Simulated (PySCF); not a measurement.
# H9OPSi3: the cost of one run

The runs use PySCF 2.14.0, with density-fitted response routines of our own; the level of theory stands in each step. All values are computed, except where a source is named. Atoms count from 0, in the outputs and in this text.

## (1) The starting structure

14 atoms, charge 0, multiplicity 1; geometry from: PBE0-D3(BJ)/def2-SVP.

Bonds of the start (Å): Si0–O1 1.66, O1–Si2 1.66, Si2–Si3 2.34, Si3–P4 2.27, Si0–H5 1.49, Si0–H6 1.49, Si0–H7 1.49, Si2–H8 1.50, Si2–H9 1.50, Si3–H10 1.50, Si3–H11 1.50, P4–H12 1.43, P4–H13 1.43.

## (2) Shielding tensors: HF/pcSseg-1

What the job is given:

```
{"job": {"kind": "nmr", "xc": "HF", "basis": "pcSseg-1", "pop": false}, "charge": 0, "multiplicity": 1}
Si    -3.190162    -0.382279     0.048444
O     -1.541528    -0.318943     0.210532
Si    -0.238643     0.518928     0.810978
Si     1.722117    -0.559061     0.118968
P      3.487108     0.523113     1.059272
H     -3.839488    -0.481583     1.390672
H     -3.690231     0.844972    -0.642563
H     -3.534768    -1.584510    -0.760830
H     -0.257148     1.931060     0.309658
H     -0.294676     0.565123     2.306192
H      1.789735    -0.619416    -1.375397
H      1.734037    -1.958180     0.649083
H      3.388762     1.646475     0.180312
H      4.457730    -0.140506     0.247159
```

With the program's defaults for keys left out, this is: GIAO HF/pcSseg-1 NMR shielding, non-relativistic, gas phase.

Launch:

```console
$ OMP_NUM_THREADS=1 python probes_run.py task.json out
```

The driver reads the jobs from task.json and runs them one after another.

**Question.** How long does this first job take on 1 thread of Arm Neoverse V2, shared host, and how much memory does it need?

About 8 s, with a peak of 0.86 GiB.
